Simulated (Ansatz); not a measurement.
**N2: atomisation energy in Python**

Aim: an atomisation energy, for N2, run from a script.

Computed with the Python package of Ansatz 0.2.0. Level of theory: B3LYP/def2-TZVP.

## 1. The structure

Bond lengths: N1–N2 1.460 Å.

The script reads n2.xyz:

```xyz
2

N     0.73000    0.00000    0.00000
N    -0.73000    0.00000    0.00000
```

## 2. The script

Contents of n2.py:

```python
"""Atomisation energy of N2 at the given geometry."""

from collections import Counter

import ansatz as az


def energy(molecule, charge=0, unpaired=0):
    calc = molecule.calculation().basis(gaussian="def2-TZVP").functional("b3lyp")
    if charge:
        calc = calc.charge(charge)
    if unpaired:
        calc = calc.spin("collinear", total=unpaired)
    return calc.run(threads=1).report["free_energy_ev"]


def main() -> None:
    system = az.Crystal.molecule_from_extxyz("n2.xyz")

    # unpaired electrons of the ground-state atoms
    unpaired = {"N": 3}
    counts = Counter(site.symbol for site in system.cartesian_sites)
    atom_energy = {s: energy(az.Crystal.molecule().atom(s, (0, 0, 0)), 0, unpaired[s]) for s in counts}
    whole = energy(system, 0, 0)
    for s, e in atom_energy.items():
        print(f"{s:2s} x{counts[s]}  {e:14.5f} eV")
    print(f"N2: {whole:.5f} eV")
    split = sum(counts[s] * e for s, e in atom_energy.items()) - whole
    print(f"atomisation energy (no zero-point term): {split:.3f} eV, {split / sum(counts.values()):.3f} eV an atom")


if __name__ == "__main__":
    main()
```

## 3. The run

Command:

```
python n2.py
```

**Question.** What does it cost to take this molecule apart into atoms?

As calculated:

```
                         quantity     value
atomisation energy, no zero point  5.152 eV
                    runs compared         2
```

What this shows: Zero-point motion and spin-orbit terms of the atoms are left out, and both would lower it. 5.152 eV from the electronic energies, without the zero-point term. Reading the output:
- The geometry is a force-field or estimated start, not a minimum of this method, and the basis set is short of its limit. All parts are taken at fixed geometry, without zero-point energy.
- b3lyp holds the VWN-RPA fit, as in Gaussian; the form of ORCA and Turbomole is b3lyp5.
